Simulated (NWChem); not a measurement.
# doublet CH3Br+ at 3 levels

Aim: a comparison of 3 runs (U-r2SCAN/cc-pVTZ, U-revPBE/cc-pVTZ, UTPSS/cc-pVTZ) of doublet CH3Br+. 

The results are computed with NWChem 7.3.0.

**1. The system as given**

The species is CH3Br+ (5 atoms), meant as a doublet with charge +1. As SMILES of the parent species, `CBr`. Geometry: relaxed at PBE0-D4/def2-TZVP. That shape belongs to the parent species and isn't relaxed for this state.

Bond lengths: C1–Br2 1.933 Å, C1–H3 1.086 Å, C1–H4 1.086 Å, C1–H5 1.086 Å. Angles: Br2–C1–H3 108.0°, Br2–C1–H4 108.0°, Br2–C1–H5 108.0°, H3–C1–H4 110.9°, H3–C1–H5 110.9°, H4–C1–H5 110.9°.

**2. The energy at U-r2SCAN/cc-pVTZ (run 1)**

File sp.nw:

```
start sp
title "CH3Br energy"
memory stack 880 mb heap 220 mb global 1100 mb
charge 1
geometry noautosym nocenter noautoz
 C    -0.106300    0.123600    0.088400
 Br    1.001100   -1.164400   -0.833200
 H     0.516500    0.973700    0.351300
 H    -0.506300   -0.354100    0.978000
 H    -0.905000    0.421200   -0.584500
end
basis spherical bse
 * library cc-pVTZ
end
dft
 xc r2scan
 mult 2
 grid fine
 convergence energy 1e-08
 iterations 100
 mulliken
end
task dft
```

Launch:

```console
$ nwchem sp.nw > sp.out
```

Standard output:

```text
[...]
          Wavefunction type:  spin polarized.
          No. of atoms     :     5
          No. of electrons :    43
[...]
          Charge           :     1
          Spin multiplicity:     2
[...]
          AO basis - number of functions:   115
[...]
              XC Information
              --------------
                      r^2SCAN Method XC Functional
               r^2SCAN metaGGA Exchange Functional  1.000
                     r^2SCAN Correlation Potential  1.000
[...]
 d= 0,ls=0.0,diis     1  -2613.1493374265 -2.70D+03  9.90D-03  2.32D+00    17.7
[...]
 d= 0,ls=0.5,diis    26  -2613.6958624543 -9.67D-09  2.32D-08  5.23D-09   298.7
[...]
         Total DFT energy =    -2613.695862460138
      One electron energy =    -3799.210743533302
           Coulomb energy =     1193.556621480097
    Exchange-Corr. energy =      -97.501490100517
 Nuclear repulsion energy =       89.459749693584
[...]
      Total Density - Mulliken Population Analysis
     ---------------------------------------------
    Atom       Charge   Shell Charges
 -----------   ------   -------------------------------------------------------
    1 C    6     6.10   1.97  0.18  0.82  0.31  0.83  1.47  0.47  0.01  0.04  0.00
    2 Br  35    34.39   2.00  2.01  1.91  0.46  1.16  0.43  6.00  5.83  1.18  2.67  0.66  9.64  0.37  0.05  0.01
    3 H    1     0.84   0.26  0.48  0.05  0.01  0.03  0.00
    4 H    1     0.84   0.26  0.48  0.05  0.01  0.03  0.00
    5 H    1     0.83   0.26  0.48  0.05  0.01  0.03  0.00
[...]
      <S2> =      0.7545 (Exact =     0.7500)
[...]
```

Run time: 5.2 min. Hardware: 1 thread of Intel Xeon 6975P-C (Granite Rapids), shared host; peak memory 0.12 GiB.

**3. The energy at U-revPBE/cc-pVTZ (run 2)**

File run.py:

```python
from ase import Atoms
from ase.calculators.nwchem import NWChem

system = Atoms('CBrHHH', positions=[
    [-0.106300, 0.123600, 0.088400],
    [1.001100, -1.164400, -0.833200],
    [0.516500, 0.973700, 0.351300],
    [-0.506300, -0.354100, 0.978000],
    [-0.905000, 0.421200, -0.584500],
])

calc = NWChem(
    label='ch3br',
    theory='dft',
    memory='2200 mb',
    basis='cc-pVTZ',
    basispar='spherical bse',
    charge=1,
    dft={'xc': 'revpbe cpbe96', 'mult': '2', 'grid': 'fine', 'convergence': 'energy 1e-08', 'iterations': '100', 'mulliken': None},
    task='energy',
)
system.calc = calc

print("Total energy (eV):", round(system.get_potential_energy(), 6))
```

Launch:

```console
$ export ASE_NWCHEM_COMMAND="nwchem PREFIX.nwi > PREFIX.nwo"
$ python run.py
```

Standard output:

```text
Total energy (eV): -71117.286025
```

The calculator wrote ch3br.nwi:

```
title "ch3br"

permanent_dir ch3br

scratch_dir ch3br

start ch3br

geometry units angstrom nocenter noautosym noautoz
  C  -1.0630000000000001e-01 1.2360000000000000e-01 8.8400000000000006e-02
  Br 1.0011000000000001e+00 -1.1644000000000001e+00 -8.3320000000000005e-01
  H  5.1649999999999996e-01 9.7370000000000001e-01 3.5130000000000000e-01
  H  -5.0629999999999997e-01 -3.5410000000000003e-01 9.7799999999999998e-01
  H  -9.0500000000000003e-01 4.2120000000000002e-01 -5.8450000000000002e-01
end

charge 1

memory 2200 mb

basis spherical bse noprint
   * library cc-pVTZ
end

dft
  xc revpbe cpbe96
  mult 2
  grid fine
  convergence energy 1e-08
  iterations 100
  mulliken
end

task dft energy
```

ch3br.nwo:

```text
Northwest Computational Chemistry Package (NWChem) 7.3.0
             --------------------------------------------------------

           Job information
           ---------------

    nwchem branch   = 7.3.0
    use scalapack   = T
    input           = ch3br.nwi
    prefix          = ch3br.
    data base       = ch3br/ch3br.db
    status          = startup
    nproc           =        1

           Memory information
           ------------------

[... 5 lines left out ...]
    hardfail = no
[... 38 lines left out ...]
            Nuclear Dipole moment (a.u.)
[... 79 lines left out ...]
          Convergence on density requested:  1.00D-05
[... 24 lines left out ...]
          Convergence aids based upon iterative change in
[... 31 lines left out ...]
 2-e energy   =    1060.212338
[... 54 lines left out ...]
           Coulomb energy =     1193.157915670991
[... 829 lines left out ...]
                     DFT Final Beta Molecular Orbital Analysis
[... 936 lines left out ...]
     Multipole analysis of the density
     ---------------------------------

     L   x y z        total         alpha         beta         nuclear
     -   - - -        -----         -----         ----         -------
     0   0 0 0      1.000000    -22.000000    -21.000000     44.000000

     1   1 0 0      0.855504    -32.022625    -30.438841     63.316970
[... 8 lines of this table left out ...]
     2   0 0 2    -13.704909    -55.042232    -50.675440     92.012763

 Task  times  cpu:      335.4s     wall:      335.4s
 Total times  cpu:      335.4s     wall:      335.4s
```

Wall time 5.6 min (1 thread of Intel Xeon 6975P-C (Granite Rapids), shared host); peak memory 0.13 GiB.

**4. A single-point energy at UTPSS/cc-pVTZ (run 3)**

run.py, as its differences from that of step 3:

```diff
@@ -18,3 +18,3 @@
     charge=1,
-    dft={'xc': 'revpbe cpbe96', 'mult': '2', 'grid': 'fine', 'convergence': 'energy 1e-08', 'iterations': '100', 'mulliken': None},
+    dft={'xc': 'xtpss03 ctpss03', 'mult': '2', 'grid': 'fine', 'convergence': 'energy 1e-08', 'iterations': '100', 'mulliken': None},
     task='energy',
@@ -23,2 +23,2 @@
 
-print("Total energy (eV):", round(system.get_potential_energy(), 6))
+print(f"energy = {system.get_potential_energy():.6f} eV")
```

Launch:

```console
$ export ASE_NWCHEM_COMMAND="nwchem PREFIX.nwi > PREFIX.nwo"
$ python run.py
```

Standard output:

```text
energy = -71121.302544 eV
```

The calculator wrote ch3br.nwi:

```
title "ch3br"

permanent_dir ch3br

scratch_dir ch3br

start ch3br

geometry units angstrom nocenter noautosym noautoz
  C  -1.0630000000000001e-01 1.2360000000000000e-01 8.8400000000000006e-02
  Br 1.0011000000000001e+00 -1.1644000000000001e+00 -8.3320000000000005e-01
  H  5.1649999999999996e-01 9.7370000000000001e-01 3.5130000000000000e-01
  H  -5.0629999999999997e-01 -3.5410000000000003e-01 9.7799999999999998e-01
  H  -9.0500000000000003e-01 4.2120000000000002e-01 -5.8450000000000002e-01
end

charge 1

memory 2200 mb

basis spherical bse noprint
   * library cc-pVTZ
end

dft
  xc xtpss03 ctpss03
  mult 2
  grid fine
  convergence energy 1e-08
  iterations 100
  mulliken
end

task dft energy
```

ch3br.nwo:

```text
Northwest Computational Chemistry Package (NWChem) 7.3.0
             --------------------------------------------------------

           Job information
           ---------------

    nwchem branch   = 7.3.0
    use scalapack   = T
    input           = ch3br.nwi
    prefix          = ch3br.
    data base       = ch3br/ch3br.db
    status          = startup
    nproc           =        1

           Memory information
           ------------------

[... 5 lines left out ...]
    hardfail = no
[... 38 lines left out ...]
            Nuclear Dipole moment (a.u.)
[... 77 lines left out ...]
          Convergence on density requested:  1.00D-05
[... 23 lines left out ...]
          Convergence aids based upon iterative change in
[... 31 lines left out ...]
 2-e energy   =    1060.212338
[... 54 lines left out ...]
           Coulomb energy =     1193.044812596934
[... 825 lines left out ...]
                     DFT Final Beta Molecular Orbital Analysis
[... 935 lines left out ...]
     Multipole analysis of the density
     ---------------------------------

     L   x y z        total         alpha         beta         nuclear
     -   - - -        -----         -----         ----         -------
     0   0 0 0      1.000000    -22.000000    -21.000000     44.000000

     1   1 0 0      0.847867    -32.034982    -30.434121     63.316970
[... 8 lines of this table left out ...]
     2   0 0 2    -13.680067    -55.035487    -50.657343     92.012763

 Task  times  cpu:      328.9s     wall:      328.9s
 Total times  cpu:      328.9s     wall:      328.9s
```

It took 5.5 min on 1 thread of Intel Xeon 6975P-C (Granite Rapids), shared host; peak memory 0.12 GiB.

**5. The series**

| run | level | energy (Eh) | HOMO energy (eV) | LUMO energy (eV) | ⟨S²⟩ | wall time |
| --- | --- | --- | --- | --- | --- | --- |
| 1 | U-r2SCAN/cc-pVTZ | -2613.695862 | -14.73 | -13.99 | 0.754 | 5.2 min |
| 2 | U-revPBE/cc-pVTZ | -2613.512078 | -14.37 | -14.16 | 0.753 | 5.6 min |
| 3 | UTPSS/cc-pVTZ | -2613.659682 | -14.55 | -14.21 | 0.753 | 5.5 min |

**6. Outcome**

| quantity | value |
| --- | --- |
| run 3: total energy | -2613.65968 Eh |
| run 3: HOMO energy (highest over α and β) | -14.55 eV |
| run 3: LUMO energy (lowest over α and β) | -14.21 eV |
| run 3: ⟨S²⟩ | 0.753 |

Totals of different functionals can't be ranked against each other. All runs together took 16 min, the longest 5.6 min.
